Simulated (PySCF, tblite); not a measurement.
**C5H10FSi2 radical: geometry, infrared bands and EPR parameters**

Wanted: the infrared bands and EPR parameters of C5H10FSi2 radical (`CC#C[Si](CF)C[SiH3]`), by calculation.

Programs: tblite 0.8.0 and PySCF 2.14.0, with density-fitted response routines of our own. Each step states its level of theory. These are calculated values for one molecule in the gas phase, unless marked as measured. Atoms count from 0, in the outputs and in this text.

## Step 1: Starting geometry

18 atoms, charge 0, multiplicity 2; geometry from: force field or distance geometry start.

Bonds of the start (Å): C0–C1 1.49, C1–C2 1.19, C2–Si3 1.84, Si3–C4 1.88, C4–F5 1.39, Si3–C6 1.85, C6–Si7 1.88, C0–H8 1.13, C0–H9 1.08, C0–H10 1.09, C4–H11 1.10, C4–H12 1.12, C6–H13 1.12, C6–H14 1.10, Si7–H15 1.48, Si7–H16 1.47, Si7–H17 1.45.

## Step 2: Geometry optimisation with GFN2-xTB

Job settings and geometry (Å):

```
{"job": {"kind": "relax", "xc": "GFN2-xTB", "basis": "xTB"}, "charge": 0, "multiplicity": 2}
C      3.965600     0.629600    -0.100700
C      2.520600     0.351100    -0.354800
C      1.366400     0.122000    -0.547100
Si    -0.413700    -0.189800    -0.877500
C     -0.745900    -2.033700    -1.038100
F     -1.678900    -2.192200    -2.062000
C     -1.401600     0.483400     0.532100
Si    -2.981000     1.142800    -0.236700
H      4.584100    -0.255700    -0.423200
H      4.304100     1.487900    -0.669900
H      4.133200     0.719000     0.971200
H     -1.126000    -2.460000    -0.097700
H      0.188300    -2.567000    -1.347300
H     -1.737200    -0.329100     1.231100
H     -0.906200     1.229300     1.162800
H     -4.142000     1.024300     0.668600
H     -3.215300     0.336600    -1.439000
H     -2.723100     2.507900    -0.648000
```

Launch:

```sh
$ OMP_NUM_THREADS=1 python probes_run.py task.json out
```

One launch serves the whole session: the jobs run in the order shown.

**Question.** This job is followed by: GFN2-xTB harmonic vibrations, gas phase; UKS B3LYP, pcH-1 on C F H Si, non-relativistic, mean-field spin-orbit, GIAO. Predict these results of the whole session: strongest single infrared mode (GFN2-xTB); zero-point energy (GFN2-xTB); g(iso) (B3LYP); ⟨S²⟩; largest a(iso) (averaged by class); surface potential, 1st and 99th percentile.

As calculated:

```
                                 quantity                    value
strongest single infrared mode (GFN2-xTB)     790 cm⁻¹, 545 km/mol
             zero-point energy (GFN2-xTB)            79.1 kcal/mol
                           g(iso) (B3LYP)                  2.00277
                                     ⟨S²⟩       0.754 (exact 0.75)
       largest a(iso) (averaged by class)  29Si on Si3, -539.7 MHz
    surface potential, 1st and 99th percentile       -1.18 V and 1.04 V
```

What this shows: Relaxing lowered the energy by 0.431 eV in 196 steps; the close pair that moved most is Si3–C6, from 1.848 to 1.903 Å. All 48 modes are real, so the xTB geometry is a minimum. The strongest single mode, at 790 cm⁻¹, is carried by H17, H15, Si7, H16. Unscaled tight-binding wavenumbers are off by several per cent, some by more. Its intensities can rank the bands wrongly. Si3 carries the largest spin population, 0.88 e. The isotropic g lies 0.5 ppt above the free-electron value.
